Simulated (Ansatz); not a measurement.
# CH6BSb (SMILES C[BH][SbH2]) at HF/3-21G

Aim: the vertical electron affinity of CH6BSb at HF/3-21G, from 2 runs. 

The calculation is run with Ansatz 0.2.0.

29 further runs of the same task are left out: 29 set aside as unsound or not needed.

**1. The molecule**

CH6BSb: 9 atoms, total charge 0, spin state singlet. As SMILES, `C[BH][SbH2]`. The shape is that of a PBE0-D4/def2-TZVP optimisation. This is one conformer, not always the lowest.

Bond lengths: C1–B2 1.551 Å, B2–Sb3 2.227 Å, C1–H4 1.102 Å, C1–H5 1.095 Å, C1–H6 1.091 Å, B2–H7 1.199 Å, Sb3–H8 1.703 Å, Sb3–H9 1.705 Å. Some angles: C1–B2–Sb3 123.7°, C1–B2–H7 119.7°, Sb3–B2–H7 116.5°, B2–C1–H4 105.1°, B2–C1–H5 112.5°, B2–C1–H6 116.5°, B2–Sb3–H8 95.0°, B2–Sb3–H9 95.1°, H4–C1–H5 104.9°, H4–C1–H6 107.2°.

**2. The energy at HF/3-21G**

The input, in.yaml:

```yaml
crystal:
  periodic: [false, false, false]
  atoms:
    - {symbol: C, position_ang: [-0.696500, 0.976700, -0.600500]}
    - {symbol: B, position_ang: [0.386200, -0.132200, -0.547000]}
    - {symbol: Sb, position_ang: [1.415200, -0.767000, 1.323700]}
    - {symbol: H, position_ang: [-1.637800, 0.449300, -0.824500]}
    - {symbol: H, position_ang: [-0.551700, 1.662600, -1.441500]}
    - {symbol: H, position_ang: [-0.856700, 1.545300, 0.316400]}
    - {symbol: H, position_ang: [0.752700, -0.653500, -1.562200]}
    - {symbol: H, position_ang: [1.258000, -2.435000, 1.019200]}
    - {symbol: H, position_ang: [0.019000, -0.692400, 2.299200]}
basis:
  gaussian: {orbitals: 3-21G-spherical.json}
total_charge: 0
hamiltonian: {xc: hf}
accuracy: high
output: {orbitals: {seedname: orbitals}}
```

The basis set 3-21G is read from a file made from the Basis Set Exchange's data (not shown).

Run with:

```
$ ansatz run in.yaml --threads 1 --pin off --max-ram 3480MiB --events-out events.jsonl --progress --plain --runs-dir runs
```

The log of the run:

```text
Warning: RAYON_NUM_THREADS=1 ignored (pool sized by the plan → 1); use --threads N
Functional definition: HF
  name "HF"
  exchange = exact_x
  correlation = 0
1345 factors; integrals over basis functions are off by at most 9.6e-9 eV
mean field evaluation 1: about -172826.4588 eV, gradient 1.9e1 eV
mean field evaluation 2: about -172826.6682 eV, gradient 1.9e1 eV
mean field evaluation 4: about -172827.8617 eV, gradient 1.9e0 eV
mean field evaluation 8: about -172827.8772 eV, gradient 8.6e-4 eV
mean field -172827.87720668 eV, -6351.3073404027 hartree, gradient 1.6e-8 eV, S^2 0.000000; 0 other end points of the search recorded, 0 dependent functions left out
reference -172827.87720668 eV, -6351.3073404027 hartree; 34, 34 occupied and 27, 27 virtual orbitals, 1345 factors
Total energy: -172827.87720668 eV, -6351.3073404027 hartree
```

It took 1.3 s on 1 thread of Arm Neoverse V2, shared host; peak memory 0.15 GiB.

**3. The doublet anion at the same level**

in.yaml, as its differences from that of step 2:

```diff
@@ -1 +1,4 @@
+basis:
+  gaussian:
+    orbitals: 3-21G-spherical.json
 crystal:
@@ -12,7 +15,10 @@
     - {symbol: H, position_ang: [0.019000, -0.692400, 2.299200]}
-basis:
-  gaussian: {orbitals: 3-21G-spherical.json}
-total_charge: 0
-hamiltonian: {xc: hf}
+total_charge: -1
+magnetization:
+  spin_polarized: true
+  initial_magnetization: 1
+hamiltonian:
+  xc: hf
 accuracy: high
-output: {orbitals: {seedname: orbitals}}
+output:
+  orbitals: {seedname: orbitals}
```

The basis set 3-21G is read from a file made from the Basis Set Exchange's data (not shown).

Run with:

```
$ ansatz run in.yaml --threads 1 --pin off --max-ram 3480MiB --events-out events.jsonl --progress --plain --runs-dir runs
```

The log of the run:

```text
Warning: RAYON_NUM_THREADS=1 ignored (pool sized by the plan → 1); use --threads N
[... 4 set-up lines as earlier in the session ...]
1346 factors; integrals over basis functions are off by at most 9.6e-9 eV
mean field evaluation 1: about -172825.1448 eV, gradient 1.1e1 eV
mean field evaluation 2: about -172825.4305 eV, gradient 1.1e1 eV
mean field evaluation 4: about -172826.7576 eV, gradient 1.1e0 eV
mean field evaluation 8: about -172826.7951 eV, gradient 1.4e-1 eV
mean field evaluation 16: about -172826.7964 eV, gradient 1.4e-8 eV
mean field -172826.79637460 eV, -6351.2676205566 hartree, gradient 1.8e-8 eV, S^2 0.769400; 0 other end points of the search recorded, 0 dependent functions left out
reference -172826.79637460 eV, -6351.2676205566 hartree; 35, 34 occupied and 26, 27 virtual orbitals, 1346 factors
Total energy: -172826.79637460 eV, -6351.2676205566 hartree
```

It took 2.2 s on 1 thread of Arm Neoverse V2, shared host; peak memory 0.22 GiB.

**4. Results**

At HF/3-21G:

| quantity | value |
| --- | --- |
| singlet CH6BSb: total energy | -6351.30734 Eh |
| singlet CH6BSb: HOMO energy | -8.79 eV |
| singlet CH6BSb: LUMO energy | 2.14 eV |
| singlet CH6BSb: HOMO–LUMO gap | 10.92 eV |
| doublet anion: total energy | -6351.26762 Eh |
| doublet anion: HOMO energy (highest over α and β) | -0.03 eV |
| doublet anion: LUMO energy (lowest over α and β) | 8.40 eV |
| doublet anion: ⟨S²⟩ | 0.769 |
| vertical electron affinity (to the doublet anion) | -1.081 eV |

In words: The anion lies 1.08 eV (104 kJ/mol) above the neutral: the electron isn't bound at this level, and such a value depends on the basis. Without diffuse functions anions come out too high. Hartree–Fock misses the correlation that binds many anions. Relativity is left out (singlet CH6BSb) although the molecule holds a heavy atom. Relativity is left out (doublet anion) although the molecule holds a heavy atom.
